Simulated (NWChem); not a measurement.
# HF/def2-SVP (tol2e 1e-12) run of CH3Cl (chloromethane)

What is the electronic atomisation energy of CH3Cl (chloromethane) at HF/def2-SVP (tol2e 1e-12)? 

The results are computed with NWChem 7.3.0.

8 further runs of the same task are left out: 1 that didn't finish, 7 set aside as unsound or not needed.

## Step 1: The structure to begin with

The species is CH3Cl (5 atoms), meant as a singlet with charge 0. As SMILES, `CCl`. Geometry: relaxed at PBE0-D4/def2-TZVP.

Bond lengths: C1–Cl2 1.773 Å, C1–H3 1.087 Å, C1–H4 1.088 Å, C1–H5 1.088 Å. Angles: Cl2–C1–H3 108.7°, Cl2–C1–H4 108.7°, Cl2–C1–H5 108.6°, H3–C1–H4 110.3°, H3–C1–H5 110.3°, H4–C1–H5 110.3°.

## Step 2: The energy at HF/def2-SVP (tol2e 1e-12) (run 1)

geom.xyz reads:

```xyz
5
CH3Cl
C     -0.120900     0.010000     0.051300
Cl     1.469400    -0.290800    -0.672500
H     -0.284800    -0.715400     0.844700
H     -0.880000    -0.097100    -0.720100
H     -0.133800     1.019700     0.455100
```

geom.nw reads:

```
START geom
TITLE "CH3Cl"
memory total 2200 mb

GEOMETRY units angstroms noautosym nocenter noautoz
  load geom.xyz
END

BASIS "ao basis" spherical bse
  * library def2-SVP
END

SCF
  thresh 1e-08
  maxiter 80
  tol2e 1e-12
  print low
END

TASK scf
```

Command:

```bash
nwchem geom.nw > geom.out
```

Output:

```text
[...]
  functions       =    47
[...]
  wavefunction    = RHF
[...]
         Total SCF energy =   -498.934849019945
      One-electron energy =   -790.375182850010
      Two-electron energy =    239.902042943335
 Nuclear repulsion energy =     51.538290886730
        Time for solution =      1.2s
 Task  times  cpu:        1.3s     wall:        1.3s
[...]
```

Run time: 1.9 s. Hardware: 1 thread of Intel Xeon 6975P-C (Granite Rapids), shared host; peak memory 0.096 GiB.

## Step 3: The C atom, same level (run 2)

c.nw reads:

```
start c
title "C energy"
memory total 2200 mb

geometry noautosym nocenter noautoz
C     0.000000    0.000000    0.000000
end

basis spherical bse
C library def2-SVP
end

scf
nopen 2
uhf
thresh 1e-08
maxiter 80
tol2e 1e-12
noprint "final vectors analysis"
end

task scf
```

Run the same way, it converges to -37.64523 Eh (log not shown).

Run 3 isn't shown in full; the table further down has it.

## Step 4: The H atom at the same level (run 4)

nw.nw reads:

```
start nw
memory total 2200 mb
charge 0
geometry noautosym nocenter noautoz
  H        0.000000       0.000000       0.000000
end
basis spherical bse
  H library def2-SVP
end
scf
  nopen 1
  uhf
  thresh 1e-08
  maxiter 80
  tol2e 1e-12
  print low
end
task scf energy
```

Run the same way, it converges to -0.49928 Eh (log not shown).

## Step 5: The series

| run | level | partner | energy (Eh) | wall time |
| --- | --- | --- | --- | --- |
| 1 | HF/def2-SVP (tol2e 1e-12) | base | -498.934849 | 1.9 s |
| 2 | UHF/def2-SVP (tol2e 1e-12) | atoms | -37.645230 | 0.69 s |
| 3 | UHF/def2-SVP (tol2e 1e-12) | atoms | -459.319303 | 0.75 s |
| 4 | UHF/def2-SVP (tol2e 1e-12) | atoms | -0.499278 | 0.63 s |

## Step 6: What came out

Level: HF/def2-SVP (tol2e 1e-12).

```
                     quantity        value
         H atom: total energy  -0.49928 Eh
                 H atom: ⟨S²⟩        0.750
electronic atomisation energy    12.857 eV
```

In words: Taking the molecule apart into free atoms costs 12.86 eV (296 kcal/mol), before zero-point energy and without spin-orbit coupling. Hartree–Fock lacks the correlation of the bonding pairs, which as a rule makes this value much too low; in minimal bases other errors can mask that. All runs together took 3.9 s, the longest 1.9 s.
